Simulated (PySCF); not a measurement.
# C4H6BBrO: the cost of one run

Programs: PySCF 2.14.0, with routines of our own; each step states its level. All values are computed. Atoms count from 0.

## 1. The starting structure

13 atoms, charge 0, multiplicity 1; geometry from: GFN2-xTB.

## 2. Geometry optimisation at BHandHLYP/6-31G*

The job: settings as JSON, then the geometry in Å.

```
{"job": {"xc": "BHandHLYP", "basis": "6-31G*", "grid": 1, "kind": "geom"}, "charge": 0, "multiplicity": 1}
Br     2.754482     2.115873     0.204858
B      1.247646     0.980448     0.214311
C     -0.213748     1.488691     0.049520
C     -1.134457     0.579791    -0.272973
C     -0.765513    -0.864712    -0.460589
C      0.435037    -1.256025     0.402961
O      1.500115    -0.326192     0.334673
H     -0.493514     2.527667     0.151438
H     -2.167189     0.841905    -0.460895
H     -1.605875    -1.512787    -0.208462
H     -0.530703    -1.024343    -1.519352
H      0.128714    -1.326971     1.455056
H      0.840617    -2.222856     0.091726
```

On the command line:

```sh
$ OMP_NUM_THREADS=1 python excited_run.py task.json out
```

The driver reads the jobs from task.json and runs them one after another.

**Question.** How long does this first job take on 1 thread of Arm Neoverse N1, shared host, and how much memory does it need?

About 86 s, with a peak of 0.6 GiB.
